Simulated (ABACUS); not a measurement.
Bi2Te3 (Tellurobismuthite): single point with r2SCAN

**The experiment to reproduce.**

“Vacancy and Antisite-Induced Ferromagnetism in Liquid-Phase Exfoliated Bi2Te3”, 2024, arxiv:2412.10539 quotes, for a bulk crystal of Bi2Te3: band gap 0.17 eV.

The system is Bi2Te3 (Tellurobismuthite).

```
CELL_PARAMETERS angstrom
10.47631 0.00000 0.00000
9.55819 4.28883 0.00000
9.55819 2.04614 3.76926
ATOMIC_POSITIONS crystal
Bi 0.60000 0.60000 0.60000
Bi 0.40000 0.40000 0.40000
Te 0.79050 0.79050 0.79050
Te 0.20950 0.20950 0.20950
Te 0.00000 0.00000 0.00000
```

```
Program             : ABACUS 3.10.1
Task                : single point
Functional          : r2SCAN
Potentials or basis : SG15 ONCV 1.2 PBE
Cutoff              : 1306 eV
Density cutoff      : 5225 eV
Basis               : plane waves
k mesh              : 4 × 4 × 4
Occupations         : fermi-dirac, width 0.05 eV
Spin                : no spin polarisation
```

The pressure is 0.2 GPa and the largest force is 0.472 eV/Å. The band gap on the k mesh is 0.50 eV, direct.

Forces on the atoms (eV/Å):
```
Bi  -0.171 -0.037 -0.022
Bi   0.171  0.037  0.022
Te  -0.458 -0.098 -0.058
Te   0.458  0.098  0.058
Te   0.000  0.000  0.000
```

Stress tensor (GPa, compression positive):
```
-0.06 -0.07 -0.04
-0.07  0.25 -0.01
-0.04 -0.01  0.26
```

Levels at points of the mesh, in eV from the valence-band top:
| k point | band 36 | band 37 | band 38 | band 39 | band 40 | band 41 | band 42 | band 43 |
| --- | --- | --- | --- | --- | --- | --- | --- | --- |
| (0.00, 0.00, 0.00) | -1.76 | -0.85 | -0.85 | 0.00 | 0.50 | 0.79 | 0.79 | 2.20 |
| (0.50, 0.00, 0.00) | -2.96 | -2.39 | -0.90 | -0.51 | 0.79 | 1.22 | 2.93 | 3.16 |
| (0.50, 0.50, 0.00) | -1.98 | -1.82 | -1.53 | -0.96 | 1.09 | 1.78 | 2.20 | 2.87 |
| (0.50, 0.50, 0.50) | -1.45 | -1.15 | -1.15 | -0.41 | 1.02 | 1.26 | 1.26 | 1.79 |

Wall time 30 min on 4 MPI ranks on AMD EPYC 9R45 96-Core Processor (Zen 5), with other jobs on the host, peak memory 3.6 GiB a rank.

Against the measured gap of Bi2Te3, 0.17 eV (quoted in “Vacancy and Antisite-Induced Ferromagnetism in Liquid-Phase Exfoliated Bi2Te3”, 2024, arxiv:2412.10539), the calculated 0.50 eV is off by +0.33 eV. Spin-orbit coupling on Bi, Te is left out. The value is that of r2SCAN on a finite k mesh, which can miss the band edges, without temperature or zero-point motion.

Caveat: the potentials were made for another functional, which shifts forces and pressure; spin-orbit coupling is left out, which as a rule narrows the gap of such compounds by several tenths of an eV.
